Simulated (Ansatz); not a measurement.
# FH3NSSi radical: basis-set convergence

One table from this session's results is given with a row withheld; the runs are named, their logs left out.

Computed with Ansatz 0.2.0, Gaussian basis. Level: one geometry, several basis sets.

The runs, in order: PBE0-D4/def2-SVP; ωB97M-V/def2-SVP; PBE0-D4/def2-QZVPP; ωB97M-V/def2-QZVPP; the functionals' def2-TZVPP values are taken from earlier runs.

### Structure used throughout

All runs share one geometry, relaxed beforehand with PBE0-D4 in a triple-zeta def2 set.

7 atoms, charge 0, spin multiplicity 2.

Atoms are counted from 1 here; the program's logs count them from 0.

Bond lengths: N1–Si2 1.692 Å, N1–H5 1.006 Å, N1–H6 1.006 Å, Si2–F3 1.597 Å, Si2–S4 2.108 Å, Si2–H7 1.476 Å. Angles: Si2–N1–H5 123.6°, Si2–N1–H6 122.9°, H5–N1–H6 113.5°, N1–Si2–F3 115.1°, N1–Si2–S4 105.4°, N1–Si2–H7 107.6°, F3–Si2–S4 106.5°, F3–Si2–H7 106.1°, S4–Si2–H7 116.5°.

Coordinates:

```
N    -0.93156   -0.46669   -0.12921
Si    0.60117    0.18484    0.16715
F     0.68554    1.17260    1.41866
S     1.05850    1.33730   -1.53790
H    -1.70102    0.06607   -0.49804
H    -1.16418   -1.42551    0.06636
H     1.51286   -0.93661    0.46739
```

Set-up of the first run:

Contents of in.yaml:

```yaml
crystal:
  periodic: [false, false, false]
  atoms:
    - {symbol: N, position_ang: [-0.931563, -0.466693, -0.129215]}
    - {symbol: Si, position_ang: [0.601168, 0.184839, 0.167153]}
    - {symbol: F, position_ang: [0.685540, 1.172605, 1.418661]}
    - {symbol: S, position_ang: [1.058503, 1.337297, -1.537904]}
    - {symbol: H, position_ang: [-1.701023, 0.066075, -0.498041]}
    - {symbol: H, position_ang: [-1.164183, -1.425509, 0.066359]}
    - {symbol: H, position_ang: [1.512859, -0.936614, 0.467387]}
basis:
  gaussian: {orbitals: def2-SVP}
magnetization: {spin_polarized: true, initial_magnetization: 1}
hamiltonian: {xc: pbe0, dispersion: d4}
output: {orbitals: {seedname: orbitals}}
```

Launch:

```bash
$ ansatz run in.yaml --threads 4 --pin off --events-out ev --progress --plain --max-ram 10444MiB
```

Among the steps run: PBE0-D4 in def2-SVP; ωB97M-V in def2-SVP; PBE0-D4 in def2-QZVPP; ωB97M-V in def2-QZVPP.

One table of the session follows, with a row left open; its other results are not shown here.

It belongs to the step «Functionals by basis». 

| functional | basis | HOMO (eV) | LUMO (eV) |
| --- | --- | --- | --- |
| PBE0-D4 | def2-SVP | -7.29 | -4.39 |
| PBE0-D4 | def2-TZVPP | -7.51 | -4.52 |
| PBE0-D4 | def2-QZVPP | -7.55 | -4.56 |
| ωB97M-V | def2-SVP | -9.51 | -2.31 |
| ωB97M-V | def2-TZVPP | -9.74 | -2.53 |
| ωB97M-V | def2-QZVPP | ? | ? |

Estimate the missing values for ωB97M-V, def2-QZVPP.

As computed: HOMO (eV): -9.79; LUMO (eV): -2.60. In the column «HOMO (eV)» it is the lowest.
